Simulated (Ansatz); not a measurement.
# GeOs4: a trial structure relaxed

Aim: relax a trial structure of GeOs4 and see where it ends.

Computed with Ansatz 0.2.0 (DFT PBE, scalar-relativistic, plane waves, PAW, unless a step's input says otherwise).

## (1) Starting point

Symmetry: Im-3m, No. 229, cubic system. Conventional cell: a = 5.328 Å, b = 5.328 Å, c = 5.328 Å, α = 90.00°, β = 90.00°, γ = 90.00°. Around Ge (site symmetry m-3m) lie 8 Os at 2.31 Å. Os (site symmetry -3m) is surrounded by 2 Ge at 2.31 Å.

Coordinates:

```
CELL_PARAMETERS angstrom
-2.66400 2.66400 2.66400
2.66400 -2.66400 2.66400
2.66400 2.66400 -2.66400
ATOMIC_POSITIONS crystal
Ge 0.00000 0.00000 0.00000
Os 0.50000 0.50000 0.50000
Os 0.50000 0.00000 0.00000
Os 0.00000 0.00000 0.50000
Os 0.00000 0.50000 0.00000
```

The cell is invented: species swapped into a database cell of Hg4Pt (Im-3m, No. 229), with Os on the Hg sites and Ge on the Pt sites. The dimensions are guesses.

## (2) The guess as it stands, on a coarse mesh

Contents of input.yaml:

```yaml
crystal:
  lattice:
    - [-2.6640009, 2.6640009, 2.6640009]
    - [2.6640009, -2.6640009, 2.6640009]
    - [2.6640009, 2.6640009, -2.6640009]
  atoms:
    - { symbol: Ge, position: [0.0, 0.0, 0.0] }
    - { symbol: Os, position: [0.5, 0.5, 0.5] }
    - { symbol: Os, position: [0.5, 0.0, 0.0] }
    - { symbol: Os, position: [0.0, 0.0, 0.5] }
    - { symbol: Os, position: [0.0, 0.5, 0.0] }
basis:
  ecutwfc: 420
kpoints:
  mp_grid: { grid: [4, 4, 4] }
hamiltonian:
  xc: pbe
scf:
  occupations: { method: gaussian, width: 0.1 }
  lower_state_search: "off"
output:
  forces: true
  stress: true
  eigenvalues: true
```

The run is started by

```sh
$ ansatz run input.yaml --threads 1 --pin off --max-ram 2560MiB --backend cpu --events-out ev --progress --plain --runs-dir out
```

The session goes on with these runs: coarse relaxation; spin check on a coarse mesh; final relaxation.

Q: Predict the outcome of this session. Wanted: conventional cell; volume; energy over the elements; gap on the mesh.

As calculated:

| quantity | value |
| --- | --- |
| symmetry at the end (tolerance 0.05 Å) | space group Im-3m (No. 229) |
| conventional cell | a = 5.568 Å, b = 5.568 Å, c = 5.568 Å, α = 90.00°, β = 90.00°, γ = 90.00° |
| volume | 17.26 Å³/atom |
| energy over the elements | +1.55 eV/atom |
| gap on the mesh | none (metal) |

**Reading.** The space group Im-3m (No. 229) is kept, and the volume per atom grows by 14.1 % from the first guess. The formation energy is positive, so the separate elements lie lower. No finished test with a distortion of lower symmetry is shown, so the end may be a saddle point. Spin-orbit coupling is left out for Os. Other magnetic orders were not searched.
